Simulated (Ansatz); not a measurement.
**C₂H₅BBrF: up Jacob's ladder to CCSD(T)**

Aim: compute C₂H₅BBrF with functionals from several rungs and with coupled cluster. The yardstick is the atomisation energy at the CCSD(T) limit.

Program: Ansatz 0.2.0, Gaussian basis. Level of theory: functionals in def2-TZVPP, the program's frozen cores in correlated methods. These are calculated values, not measurements.

Plan: LDA (SPW92), PBE-D4, revPBE-D4, BLYP-D4, r2SCAN-D4, B97M-V, PBE0-D4, B3LYP-D4, r2SCANh-D4, r2SCAN0-D4, HSE06-D4, BHLYP-D4, CAM-B3LYP-D4, LC-ωPBE, ωB97X-V, ωB97M-V, B2PLYP, PBE-QIDH; CCSD(T)/def2-SVP; CCSD(T)/def2-TZVPP; MP2/def2-QZVPP; extrapolation to the limit; RPA on PBE.

## Step 1: Structure used throughout

All runs share one geometry, relaxed beforehand with PBE0-D4 in a triple-zeta def2 set.

SMILES `CCB(F)Br`, 10 atoms, charge 0, spin multiplicity 1.

Atoms are counted from 1 here; the program's logs count them from 0.

Bond lengths: C1–C2 1.524 Å, C1–H6 1.092 Å, C1–H7 1.092 Å, C1–H8 1.092 Å, C2–B3 1.556 Å, C2–H9 1.097 Å, C2–H10 1.098 Å, B3–F4 1.317 Å, B3–Br5 1.928 Å. Angles: C2–C1–H6 111.4°, C2–C1–H7 111.4°, C2–C1–H8 111.2°, H6–C1–H7 107.2°, H6–C1–H8 107.7°, H7–C1–H8 107.7°, C1–C2–B3 115.4°, C1–C2–H9 111.1°, C1–C2–H10 111.1°, B3–C2–H9 107.4°, B3–C2–H10 107.3°, H9–C2–H10 103.7°, C2–B3–F4 122.3°, C2–B3–Br5 121.5°, F4–B3–Br5 116.2°.

## Step 2: LDA

This LDA is Slater exchange with PW92 correlation.

File in.yaml:

```yaml
crystal:
  periodic: [false, false, false]
  atoms:
    - {symbol: C, position_ang: [-1.216932, -0.359124, 0.029331]}
    - {symbol: C, position_ang: [0.294879, -0.456013, -0.137716]}
    - {symbol: B, position_ang: [1.079756, 0.863492, 0.112509]}
    - {symbol: F, position_ang: [0.480865, 1.985366, 0.453720]}
    - {symbol: Br, position_ang: [2.998484, 0.941301, -0.060446]}
    - {symbol: H, position_ang: [-1.647660, 0.369485, -0.660528]}
    - {symbol: H, position_ang: [-1.486489, -0.045452, 1.039890]}
    - {symbol: H, position_ang: [-1.698057, -1.320671, -0.159777]}
    - {symbol: H, position_ang: [0.560156, -0.810356, -1.141870]}
    - {symbol: H, position_ang: [0.717998, -1.219229, 0.527889]}
basis:
  gaussian: {orbitals: def2-TZVPP}
hamiltonian: {xc: lda}
output: {orbitals: {seedname: orbitals}}
```

After this run come: PBE-D4 (GGA); revPBE-D4 (GGA); BLYP-D4 (GGA); r2SCAN-D4 (meta-GGA); B97M-V (meta-GGA); PBE0-D4 (hybrid); B3LYP-D4 (hybrid); r2SCANh-D4 (hybrid); r2SCAN0-D4 (hybrid); HSE06-D4 (hybrid); BHLYP-D4 (hybrid); CAM-B3LYP-D4 (range-separated); LC-ωPBE-D4 (range-separated); ωB97X-V (range-separated); ωB97M-V (range-separated); B2PLYP (double hybrid); PBE-QIDH (double hybrid); CCSD(T) in def2-SVP; CCSD(T) in def2-TZVPP; MP2 in def2-QZVPP; RPA on PBE orbitals.

**Question.** What will the summary of the whole plan be? Wanted: atomisation energy, CCSD(T)/CBS; farthest beyond LDA; mean size of error, GGA; mean size of error, meta-GGA; mean size of error, hybrid; mean size of error, range-separated; mean size of error, double hybrid; gap, smallest and largest; T1 diagnostic.

**Answer**, as computed:

| quantity | value |
| --- | --- |
| atomisation energy, CCSD(T)/CBS | 40.990 eV |
| functionals within 0.410 eV (1.0 %) | revPBE-D4, BLYP-D4, r2SCAN-D4, B97M-V, PBE0-D4, B3LYP-D4, r2SCANh-D4, r2SCAN0-D4, HSE06-D4, CAM-B3LYP-D4, LC-ωPBE, ωB97X-V, ωB97M-V, B2PLYP, PBE-QIDH |
| farthest beyond LDA | BHLYP-D4 (-1.007 eV) |
| mean size of error, GGA | 0.404 eV |
| mean size of error, meta-GGA | 0.263 eV |
| mean size of error, hybrid | 0.336 eV |
| mean size of error, range-separated | 0.091 eV |
| mean size of error, double hybrid | 0.207 eV |
| gap, smallest and largest | 5.37 eV (LDA (SPW92)), 12.91 eV (LC-ωPBE) |
| T1 diagnostic | 0.0101 |
| triples share of the correlation energy | 3.4 % |

In words: The LDA atomisation energy is off by 5.778 eV (14 %): it overbinds. PBE-D4 is off by +0.910 eV. Double hybrids carry the basis error of their MP2 part in triple zeta, and no dispersion term here, so their miss is partly the set-up's. The rungs range-separated, double hybrid, meta-GGA, hybrid, GGA miss on average by less than the doubt on the reference (0.410 eV), so they tie. Misses under about 0.410 eV are within the doubt on the reference itself, which lacks core-valence correlation, relativity and higher excitations, and its outer-core shells are covered unevenly. All levels share the lack of spin-orbit coupling, which lowers the free heavy atoms and so the true binding. Hartree-Fock recovers 77 % of the binding; the rest is correlation. CCSD(T) in def2-SVP is off by -1.553 eV, so the small basis spoils what the method gains. The gap grows from 5.4 to 12.9 eV across the functionals, mostly with the share of exact exchange. Correlated methods include outer-core shells of Br, which these sets cover unevenly.
